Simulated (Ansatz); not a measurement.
# CaC2: the cost of one run

Computed with Ansatz 0.2.0 (DFT LDA, scalar-relativistic, plane waves, PAW, unless a step's input says otherwise).

3 further runs of the same task are left out: 3 set aside as unsound or not needed.

### 1 The starting structure

It takes space group R-3m (No. 166, trigonal). Conventional cell: a = 3.770 Å, b = 3.770 Å, c = 11.558 Å, α = 90.00°, β = 90.00°, γ = 120.00°. Around Ca (site symmetry -3m) lie 6 C at 2.54 Å. C (site symmetry 3m) has 1 C at 1.25 Å as nearest neighbours.

Structure file:

```xyz
3
Lattice="1.8851 1.0884 3.8525 -1.8851 1.0884 3.8525 0.0000 -2.1768 3.8525" Properties=species:S:1:pos:R:3 pbc="T T T"
Ca    0.0000    0.0000    0.0000
C     0.0000    0.0000    6.4014
C     0.0000    0.0000    5.1562
```

It goes back to an entry of the Materials Project, which need not be the stable form.

This cell was relaxed beforehand with the same method: volume 15.81 Å³/atom, gap on the mesh 2.53 eV.

### 2 Linear response at Γ

File input.yaml:

```yaml
crystal:
  lattice:
    - [1.8851419749, 1.0883872267, 3.8525102133]
    - [-1.8851419749, 1.0883872267, 3.8525102133]
    - [0.0, -2.1767744534, 3.8525102133]
  atoms:
    - { symbol: Ca, position: [0.0, 0.0, 0.0] }
    - { symbol: C, position: [0.5538702844, 0.5538702844, 0.5538702844] }
    - { symbol: C, position: [0.4461297156, 0.4461297156, 0.4461297156] }
basis:
  ecutwfc: 420
kpoints:
  mp_grid: { grid: [9, 9, 9] }
hamiltonian:
  xc: lda
scf:
  occupations: { method: fixed }
output:
  eigenvalues: true
phonons:
  method: dfpt
  dielectric: true
  rigid_motions: translations
  eigenvectors: true
```

**Question.** How long does this run take on 1 thread of an x86-64 CPU, shared host, and how much memory does it need?

About 49 s, with a peak of 0.75 GiB.
